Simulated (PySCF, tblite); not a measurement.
# C₇H₁₀OSSi: geometry, infrared bands and NMR shifts

Aim: predict the infrared bands and NMR shifts of C₇H₁₀OSSi (`COc1ccc(S[SiH3])cc1`).

The runs use tblite 0.8.0 and PySCF 2.14.0, with density-fitted response routines of our own; the level of theory stands in each step. All values are computed, except where a source is named. Atoms are numbered from 0 throughout.

## 1. The molecule as given

20 atoms, charge 0, multiplicity 1; geometry from: force field or distance geometry start.

Bonds of the start (Å): C0–O1 1.41, O1–C2 1.38, C2–C3 1.40, C3–C4 1.39, C4–C5 1.40, C5–S6 1.78, S6–Si7 2.16, C5–C8 1.40, C8–C9 1.41, C9–C2 1.39, C0–H10 1.10, C0–H11 1.09, C0–H12 1.10, C3–H13 1.08, C4–H14 1.10, Si7–H15 1.49, Si7–H16 1.48, Si7–H17 1.48, C8–H18 1.08, C9–H19 1.08.

## 2. Geometry optimisation with GFN2-xTB

Job settings and geometry (Å):

```
{"job": {"kind": "relax", "xc": "GFN2-xTB", "basis": "xTB"}, "charge": 0, "multiplicity": 1}
C     -3.641100     0.266100     0.500000
O     -2.747900    -0.787100     0.217000
C     -1.460900    -0.444300    -0.124900
C     -0.974800     0.866500    -0.238000
C      0.356400     1.074800    -0.596500
C      1.200300    -0.002300    -0.874300
S      2.892500     0.286700    -1.359600
Si     3.963600     0.224500     0.513600
C      0.709100    -1.304800    -0.783100
C     -0.629000    -1.517800    -0.404900
H     -4.618600    -0.177200     0.757700
H     -3.802500     0.896300    -0.380300
H     -3.320800     0.863000     1.369000
H     -1.589900     1.725400    -0.031500
H      0.720000     2.106200    -0.685200
H      3.771200    -1.114700     1.144200
H      5.401200     0.459000     0.253800
H      3.431500     1.275200     1.406600
H      1.335900    -2.153800    -1.002700
H     -1.001000    -2.531000    -0.334800
```

The run is started by

```sh
$ OMP_NUM_THREADS=1 python probes_run.py task.json out
```

This one command runs all jobs of the session in turn.

**Question.** This job is followed by: GFN2-xTB harmonic vibrations, gas phase; GIAO PBE0/pcSseg-1 NMR shielding, non-relativistic, gas phase. What will the session give for the following? strongest single infrared mode (GFN2-xTB); zero-point energy (GFN2-xTB); 13C shifts against TMS (PBE0/pcSseg-1, means over atoms taken as alike); 1H shifts against TMS (PBE0/pcSseg-1, means over atoms taken as alike); 17O shifts against H2O (PBE0/pcSseg-1); 33S shifts against CS2 (PBE0/pcSseg-1); 29Si shifts against TMS (PBE0/pcSseg-1); surface potential, 1st and 99th percentile.

**Answer**, as computed:

| quantity | value |
| --- | --- |
| strongest single infrared mode (GFN2-xTB) | 765 cm⁻¹, 453 km/mol |
| zero-point energy (GFN2-xTB) | 90.7 kcal/mol |
| 13C shifts against TMS (PBE0/pcSseg-1, means over atoms taken as alike) | 167.0, 142.7, 129.3, 119.3, 55.9 ppm |
| 1H shifts against TMS (PBE0/pcSseg-1, means over atoms taken as alike) | 7.89, 7.00, 4.54, 3.91 ppm |
| 17O shifts against H2O (PBE0/pcSseg-1) | 106.8 ppm |
| 33S shifts against CS2 (PBE0/pcSseg-1) | -116 ppm |
| 29Si shifts against TMS (PBE0/pcSseg-1) | -45.6 ppm |
| surface potential, 1st and 99th percentile | -0.99 V and 1.16 V |

In words: The optimisation took 54 steps and gained 0.125 eV; among the close pairs (by a distance rule), Si7–H15 changed most, from 1.493 to 1.458 Å. The lowest mode is slightly imaginary (7i cm⁻¹), a soft motion within the noise of the Hessian, so the minimum is not strictly shown. The strongest single mode, at 765 cm⁻¹, has its largest shares on H16, H17 and H15 (the list is cut at 3 atoms). GFN2-xTB is a fitted tight-binding method: band positions and strengths are rough. Its intensities can rank the bands wrongly. At PBE0/pcSseg-1: Shielding is most anisotropic at S6 (span 491 ppm, paramagnetic term -438 ppm). NICS(1)zz of -26 ppm above the planar ring from C2 marks a diatropic (aromatic) ring current. At PBE0/pcSseg-1, counted by nearest atom on the grid, the HOMO lies on C5 20 %; O1 18 %, the LUMO on C4, C9 about 22 % each; C3, C8 about 11 % each.
